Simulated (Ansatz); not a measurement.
# HfNb3F: the cost of one run

Method: DFT PBE, scalar-relativistic, plane waves, PAW, in Ansatz 0.2.0.

1 further run of the same task is left out (set aside as unsound or not needed).

### Step 1. The structure to begin with

Symmetry: P-6m2, No. 187, hexagonal system. Conventional cell: a = 4.412 Å, b = 4.412 Å, c = 4.832 Å, α = 90.00°, β = 90.00°, γ = 120.00°. Around Hf (site symmetry -6m2) lie 6 Nb at 2.70 Å. Around Nb (site symmetry mm2) lie 1 F at 1.34 Å. F (site symmetry -6m2) is surrounded by 3 Nb at 1.34 Å.

As a file:

```
CELL_PARAMETERS angstrom
4.41156 0.00000 0.00000
-2.20578 3.82053 0.00000
0.00000 0.00000 4.83239
ATOMIC_POSITIONS crystal
Hf 0.33333 0.66667 0.00000
Nb 0.49103 0.50897 0.50000
Nb 0.49103 0.98206 0.50000
Nb 0.01794 0.50897 0.50000
F 0.66667 0.33333 0.50000
```

A structure generator made this guess: random cell by space group and Wyckoff sites (P-6m2, No. 187). Its size is a rough estimate.

### Step 2. The guess as it stands, on a coarse mesh

input.yaml

```yaml
crystal:
  lattice:
    - [4.41156336, 0.0, 0.0]
    - [-2.20578168, 3.82052594, 0.0]
    - [0.0, 0.0, 4.83238677]
  atoms:
    - { symbol: Hf, position: [0.33333333, 0.66666667, 0.0] }
    - { symbol: Nb, position: [0.49103196, 0.50896804, 0.5] }
    - { symbol: Nb, position: [0.49103196, 0.98206391, 0.5] }
    - { symbol: Nb, position: [0.01793609, 0.50896804, 0.5] }
    - { symbol: F, position: [0.66666667, 0.33333333, 0.5] }
basis:
  ecutwfc: 420
kpoints:
  mp_grid: { grid: [6, 6, 4] }
hamiltonian:
  xc: pbe
scf:
  occupations: { method: gaussian, width: 0.1 }
  lower_state_search: "off"
output:
  forces: true
  stress: true
  eigenvalues: true
```

Launch:

```sh
$ ansatz run input.yaml --threads 1 --pin off --max-ram 2560MiB --backend cpu --events-out ev --progress --plain --runs-dir out
```

**Question.** How long does this run take on 1 thread of Intel Xeon Platinum 8259CL at 2.50GHz (Skylake/Cascade Lake), shared host, and how much memory does it need?

About 13 s, with a peak of 0.42 GiB.
